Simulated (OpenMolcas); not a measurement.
# W³⁺ among point charges: CASSCF and CASPT2 levels and susceptibility

Aim: the splitting of the states of W³⁺ in the field of 5 point charges, its lowest levels with spin-orbit coupling and its magnetic susceptibility.

Method: state-averaged CASSCF and CASPT2, spin-orbit coupling by RASSI with atomic mean-field integrals. Code: OpenMolcas 26.06.

### 1 What is computed

| Property | Result |
| --- | --- |
| Species | W³⁺ (tungsten, Z = 74, 71 electrons) |
| Basis | ANO-RCC-VDZP [7s6p4d2f1g], 68 functions |
| Scalar Hamiltonian | DKH2, point nucleus |
| Inactive shells | 1s 2s 2p 3s 3p 3d 4s 4p 4d 4f 5s 5p |
| Active space | 3 electrons in 5 orbitals (5d) |
| Some configurations of this space | 5d³ |
| Orbitals | optimised for each spin and parity, averaged over all roots |

Outer shells as boxes (Hund's rule):

5d3
```
5d [↑ ][↑ ][↑ ][  ][  ]
```

The ion sits among 5 point charges of -1 e arranged as a square pyramid (C4v), 2.14 Å from the ion, with the axial distance 1.733 Å.

The work runs as a chain of OpenMolcas steps in one folder; each step below is one input file. Labels, J, g values, rates, χT and fits are worked out afterwards by a script from the matrices that RASSI stores.

### 2 GATEWAY and SEWARD: basis and integrals

a.inp

```
&GATEWAY
Coord
1

W 0.0 0.0 0.0
Basis=ANO-RCC-VDZP
Group=NoSym
NoMove
AngMom=0.0 0.0 0.0
AMFI
XField
5 Angstrom 0
2.140000 0.000000 0.000000 -1.000000
0.000000 2.140000 0.000000 -1.000000
-2.140000 0.000000 0.000000 -1.000000
0.000000 -2.140000 0.000000 -1.000000
0.000000 0.000000 1.733400 -1.000000
&SEWARD
```

Run with:

```sh
$ OMP_NUM_THREADS=1 MOLCAS_MEM=1689 MOLCAS_PROJECT=a pymolcas a.inp > a.log
```

### 3 Reference wave functions, quartets, 10 roots

a.inp

```
&RASSCF
FileOrb=start.orb
Symmetry=1
Spin=4
nActEl=3 0 0
Inactive=34
Ras2=5
CIRoot=10 10 1
SDav=10
CIMx=300
Iter=120 100
PrWF=0.3
OrbListing=Nothing
MaxOrb=0
>>> COPY $Project.JobIph JOB001
```

start.orb holds the contracted functions of the basis, ordered by shell, or the orbitals of the step before.

### 4 CASSCF: doublets, 40 roots

a.inp

```
&RASSCF
FileOrb=start.orb
Symmetry=1
Spin=2
nActEl=3 0 0
Inactive=34
Ras2=5
CIRoot=40 40 1
SDav=40
CIMx=300
Iter=120 100
PrWF=0.3
OrbListing=Nothing
MaxOrb=0
>>> COPY $Project.JobIph JOB002
```

### 5 RASSI: spin-orbit coupling between the states

a.inp

```
&RASSI
NrOfJobIphs=2 10 40
1 2 3 4 5 6 7 8 9 10
1 2 3 4 5 6 7 8 9 10 11 12 13 14 15 16 17 18 19 20 21 22 23 24 25 26 27
28 29 30 31 32 33 34 35 36 37 38 39 40
IphNames
JOB001
JOB002
EJob
SpinOrbit
DIPRint=1.0
SOCoupling=1000.0
Subsets=2
Property=9
'ANGMOM' 1 'ANGMOM' 2 'ANGMOM' 3 'MLTPL  1' 1 'MLTPL  1' 2 'MLTPL  1' 3
'AMFI' 1 'AMFI' 2 'AMFI' 3
SOProperty=3
'ANGMOM' 1 'ANGMOM' 2 'ANGMOM' 3
```

### 6 CASPT2: IPEA 0.25, imaginary shift 0.1 (closed shells correlated: 4f 5s 5p)

a.inp

```
>>> COPY JOB001 $Project.JobIph
&CASPT2
Multistate=10 1 2 3 4 5 6 7 8 9 10
NoMult
Frozen=23
IPEA=0.25
Imaginary=0.1
MaxIter=60
WThr=0.0 0.3 0.05
PrWF=0.5
NoMix
>>> COPY JOB002 $Project.JobIph
&CASPT2
Multistate=40 1 2 3 4 5 6 7 8 9 10 11 12 13 14 15 16 17 18 19 20 21 22
23 24 25 26 27 28 29 30 31 32 33 34 35 36 37 38 39 40
NoMult
Frozen=23
IPEA=0.25
Imaginary=0.1
MaxIter=60
WThr=0.0 0.3 0.05
PrWF=0.5
NoMix
```

(Steps that only read results are left out.)

Q: Predict the outcome of this session. Wanted: spin-free ground state; first state of the same spin within the active space; lowest level; next level.

As calculated:

```
                                            quantity                                                                           value
                                              method  SS-CASPT2, IPEA 0.25, imaginary shift 0.1 (closed shells correlated: 4f 5s 5p)
                              spin-free ground state                                             quartet, 1-fold in its orbital part
first state of the same spin within the active space                                                            quartet at 2660 cm⁻¹
                                        lowest level                                                    2-fold, g = 0.12, 1.47, 1.47
                                          next level                                                                      938.3 cm⁻¹
                                         χT at 300 K                                                                  0.18 cm³ K/mol
                           effective moment at 300 K                                                                         1.19 μB
```

Cost by method:

| method | time of its own steps | time with the reference |
| --- | --- | --- |
| A. CASSCF | 14 s | 14 s |
| B. SS-CASPT2, IPEA 0.25, imaginary shift 0.1, +4f 5s 5p | 19 s | 33 s |

Times are of one thread on a shared host.

The spin-free ground state (quartet) comes to 100 % from free-ion F terms and keeps the highest spin of the shell. χT at 300 K is 0.18, against 1.88 cm³ K/mol for the spin alone, so spin-orbit coupling lowers it. The field of point charges can differ much from that of real complexes. This is an electrostatic model: the charges have no orbitals.
